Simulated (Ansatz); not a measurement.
**UHF/STO-3G run of AlOF2 (SMILES [O][Al]([F])[F])**

What is the electronic atomisation energy of AlOF2 at UHF/STO-3G? 

The results are computed with Ansatz 0.2.0.

61 further runs of the same task are left out: 15 that didn't finish, 46 set aside as unsound or not needed.

### 1 The system as given

The species is AlOF2 (4 atoms), meant as a doublet with charge 0. SMILES: `[O][Al]([F])[F]`. The shape is that of a PBE0-D4/def2-TZVP optimisation.

Bond lengths: O1–Al2 1.725 Å, Al2–F3 1.631 Å, Al2–F4 1.631 Å. Angles: O1–Al2–F3 119.0°, O1–Al2–F4 119.0°, F3–Al2–F4 122.1°.

### 2 The energy at UHF/STO-3G

Input file job.yaml:

```yaml
crystal:
  periodic: [false, false, false]
  atoms:
    - symbol: O
      position_ang: [0.682900, -0.910900, 1.260000]
    - symbol: Al
      position_ang: [-0.000600, 0.004300, -0.032400]
    - symbol: F
      position_ang: [-1.477200, -0.401600, -0.592500]
    - symbol: F
      position_ang: [0.850400, 1.247900, -0.655300]
basis:
  gaussian:
    orbitals: STO-3G
magnetization:
  spin_polarized: true
  initial_magnetization: 1
hamiltonian:
  xc: hf
accuracy: high
```

Started as:

```sh
$ ansatz run job.yaml --threads 1 --pin off --max-ram 2610MiB --events-out events.jsonl --progress --plain --runs-dir runs
```

The log of the run:

```text
Warning: RAYON_NUM_THREADS=1 ignored (pool sized by the plan → 1); use --threads N
Functional definition: HF
  name "HF"
  exchange = exact_x
  correlation = 0
447 factors; integrals over basis functions are off by at most 2.6e-8 eV
mean field evaluation 1: about -13848.2176 eV, gradient 1.9e1 eV
mean field evaluation 2: about -13848.2472 eV, gradient 1.9e1 eV
mean field evaluation 4: about -13851.1892 eV, gradient 7.6e-1 eV
mean field evaluation 8: about -13851.2014 eV, gradient 5.6e-4 eV
mean field evaluation 16: about -13851.0802 eV, gradient 3.4e-1 eV
mean field evaluation 32: about -13850.9471 eV, gradient 8.2e-1 eV
mean field -13851.19911574 eV, -509.0221788234 hartree, gradient 3.6e-8 eV, S^2 0.755758; 3 other end points of the search recorded, 0 dependent functions left out
reference -13851.19911574 eV, -509.0221788234 hartree; 20, 19 occupied and 4, 5 virtual orbitals, 447 factors
Total energy: -13851.19911574 eV, -509.0221788234 hartree
```

It took 0.26 s on 1 thread of Arm Neoverse V2, shared host.

### 3 The Al atom

Input file run.yaml:

```yaml
crystal:
  periodic: [false, false, false]
  atoms:
    - {symbol: Al, position_ang: [0.000000, 0.000000, 0.000000]}
basis:
  gaussian: {orbitals: STO-3G}
accuracy: high
hamiltonian: {xc: hf}
magnetization: {spin_polarized: true, initial_magnetization: 1}
total_charge: 0
```

Run the same way, it converges to -238.85836 Eh (log not shown).

### 4 The F atom, same level

Input file in.yaml:

```yaml
crystal:
  periodic: [false, false, false]
  atoms:
    - {symbol: F, position_ang: [0.000000, 0.000000, 0.000000]}
basis:
  gaussian:
    orbitals: STO-3G
magnetization:
  spin_polarized: true
  initial_magnetization: 1
hamiltonian:
  xc: hf
accuracy: high
```

Run the same way, it converges to -97.98651 Eh (log not shown).

### 5 The O atom

Input file job.yaml:

```yaml
crystal:
  periodic: [false, false, false]
  atoms:
    - {symbol: O, position_ang: [0.000000, 0.000000, 0.000000]}
basis:
  gaussian:
    orbitals: STO-3G
magnetization:
  spin_polarized: true
  initial_magnetization: 2
hamiltonian:
  xc: hf
accuracy: high
```

Started as:

```sh
$ ansatz run job.yaml --threads 1 --pin off --max-ram 2610MiB --events-out events.jsonl --progress --plain --runs-dir runs
```

The log of the run:

```text
Warning: RAYON_NUM_THREADS=1 ignored (pool sized by the plan → 1); use --threads N
[... 4 set-up lines as earlier in the session ...]
15 factors; integrals over basis functions are off by at most 1.1e-9 eV
mean field evaluation 1: about -2008.3132 eV, gradient 1.7e-14 eV
mean field evaluation 2: about -2008.3132 eV, gradient 0.0e0 eV
mean field -2008.31323932 eV, -73.8041502613 hartree, gradient 0.0e0 eV, S^2 2.000000; 2 other end points of the search recorded, 0 dependent functions left out
reference -2008.31323932 eV, -73.8041502613 hartree; 5, 3 occupied and 0, 2 virtual orbitals, 15 factors
Total energy: -2008.31323932 eV, -73.8041502613 hartree
```

It took 0.02 s on 1 thread of Arm Neoverse V2, shared host.

### 6 What came out

At UHF/STO-3G:

```
                     quantity          value
       molecule: total energy  -509.02218 Eh
               molecule: ⟨S²⟩          0.756
        Al atom: total energy  -238.85836 Eh
                Al atom: ⟨S²⟩          0.750
         F atom: total energy   -97.98651 Eh
                 F atom: ⟨S²⟩          0.750
         O atom: total energy   -73.80415 Eh
                 O atom: ⟨S²⟩          2.000
electronic atomisation energy      10.521 eV
```

In words: Taking the molecule apart into free atoms costs 10.52 eV (1015 kJ/mol), before zero-point energy and without spin-orbit coupling. Hartree–Fock lacks the correlation of the bonding pairs, which as a rule makes this value much too low; in minimal bases other errors can mask that. In a minimal basis such a difference can be off by several eV, whatever the method.
